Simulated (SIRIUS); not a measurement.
Crystal: HfIn4SiO6.

```
Hf In Si O
1.0
     2.71585   -4.70357    0.00833
     2.71585    4.70357    0.00833
    -1.87915    0.00000    7.40127
Hf In Si O
1 4 1 6
Direct
  0.78835 0.21165 0.00000
  0.62175 0.37825 0.50000
  0.45502 0.54498 0.00000
  0.28407 0.71593 0.50000
  0.95814 0.04186 0.50000
  0.12168 0.87832 0.00000
  0.06219 0.11415 0.86666
  0.88585 0.93781 0.13334
  0.79490 0.53784 0.86663
  0.46216 0.20510 0.13337
  0.15352 0.62879 0.13333
  0.37121 0.84648 0.86667
```

The cell was built by a generator and needn't be a form met in nature.

| Property | Result |
| --- | --- |
| Program | SIRIUS 7.12.0 |
| Task | single point |
| Functional | PBE |
| Potentials or basis | PseudoDojo 0.4.1 PBE standard (scalar relativistic) |
| Cutoff | 1152 eV |
| Density cutoff | 4606 eV |
| k mesh | 6 × 6 × 4 |
| Occupations | fermi-dirac, width 0.05 eV |
| Spin | no spin polarisation |

On this cell: pressure -0.4 GPa; largest force 0.096 eV/Å; band gap on the k mesh none (metal or under the smearing width).

The same run follows on a disturbed copy (atoms moved at random, drawn with an rms of 0.05 Å):

```
CELL_PARAMETERS angstrom
2.71585 -4.70357 0.00833
2.71585 4.70357 0.00833
-1.87915 0.00000 7.40127
ATOMIC_POSITIONS crystal
Hf 0.79814 0.21049 0.00787
In 0.60814 0.38382 0.49927
In 0.45037 0.54161 0.99591
In 0.28386 0.71739 0.50237
In 0.95191 0.03805 0.49763
Si 0.11396 0.87178 0.00216
O 0.05514 0.10977 0.85882
O 0.87766 0.94005 0.13393
O 0.79611 0.54315 0.86007
O 0.46794 0.20229 0.12997
O 0.14642 0.62634 0.13966
O 0.36891 0.84690 0.86786
```

Question: What does the disturbed cell give?

Answer: The energy (extrapolated to zero smearing) moves by +14.6 meV/atom; pressure -0.8 GPa; largest force 1.338 eV/Å; band gap on the k mesh none (metal or under the smearing width).

Forces in eV/Å, atoms in the order of the input:
```
Hf  -0.120  1.084 -0.775
In   0.073 -0.258  0.069
In  -0.074 -0.257 -0.417
In  -0.072  0.139  0.139
In   0.011  0.099  0.151
Si   0.618 -0.307 -0.855
O   -0.003  0.048  0.774
O    0.170 -0.851  0.094
O   -0.279 -0.185  0.831
O   -0.389  0.661  0.208
O    0.095  0.125 -0.374
O   -0.030 -0.297  0.155
```

Stress tensor (GPa, compression positive):
```
-0.59  0.43  0.16
 0.43 -0.31  0.41
 0.16  0.41 -1.55
```
